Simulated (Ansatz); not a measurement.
# Ir (diamond type): how the settings move a single-point run

Question: which choices in the input matter for Ir (diamond type)?

Method: reference: DFT, PBEsol, norm-conserving pseudopotentials, Ansatz's default files, scalar-relativistic, in Ansatz 0.2.0.

## 1. The structure to begin with

Symmetry: Fd-3m, No. 227, cubic system. The conventional cell has a = 4.770 Å, b = 4.770 Å, c = 4.770 Å, α = 90.00°, β = 90.00°, γ = 90.00°. Ir (site symmetry -43m) is surrounded by 4 Ir at 2.07 Å.

As a file:

```
Ir
1.0
     0.00000    2.38495    2.38495
     2.38495    0.00000    2.38495
     2.38495    2.38495    0.00000
Ir
2
Direct
  0.87500 0.87500 0.87500
  0.12500 0.12500 0.12500
```

## 2. Baseline

input.yaml reads:

```yaml
crystal:
  lattice:
    - [0.0, 2.3849528477, 2.3849528477]
    - [2.3849528477, 0.0, 2.3849528477]
    - [2.3849528477, 2.3849528477, 0.0]
  atoms:
    - { symbol: Ir, position: [-0.125, -0.125, -0.125] }
    - { symbol: Ir, position: [0.125, 0.125, 0.125] }
kpoints:
  mp_grid: { grid: [13, 13, 13] }
scf:
  occupations: { method: fermi_dirac, width: 0.05 }
hamiltonian:
  xc: pbesol
  pseudopotentials: { kind: nc }
output:
  forces: true
  stress: true
  eigenvalues: true
```

On the command line:

```
$ ansatz run input.yaml --threads 1 --pin off --max-ram 2048MiB --backend cpu --events-out ev --progress --plain --runs-dir out
```

## 3. Variant: occupations.method cold, occupations.width 0.01

input.yaml, as its differences from that of step 2:

```diff
@@ -11,3 +11,3 @@
 scf:
-  occupations: { method: fermi_dirac, width: 0.05 }
+  occupations: { method: cold, width: 0.01 }
 hamiltonian:
```

Q: Predict the outcome of this session. Wanted: for each run, ending; energy change; pressure; gap; force.

As calculated:

| run | ending | energy change | pressure (GPa) | gap (eV) | force (eV/Å) | cycles | time |
| --- | --- | --- | --- | --- | --- | --- | --- |
| reference | converged | 0 | 244.3 | 0.00 | 0.00 | 7 | 8.8 s |
| 1: occupations.method cold, occupations.width 0.01 | converged | +0.3 meV/atom (σ→0) | 244.3 | 0.00 | 0.00 | 7 | 9.4 s |

Residual by cycle in the longest SCF loop of each run; runs are numbered as in the table. The quantity is the density residual dr2, in eV.

| cycle | reference | run 1 |
| --- | --- | --- |
| 1 | 0.542 | 0.538 |
| 2 | 0.218 | 0.0726 |
| 3 | 0.00281 | 0.005 |
| 4 | 4.4e-4 | 1.1e-4 |
| 5 | 1.5e-5 | 5.2e-7 |
| 6 | 7.5e-7 | 1.0e-8 |
| 7 | 2.9e-9 | 1.3e-10 |

Changing the smearing hardly moves the energy: +0.3 meV/atom. The structure is not at rest: the sound run finds 244 GPa, so these are no properties of the relaxed crystal. 
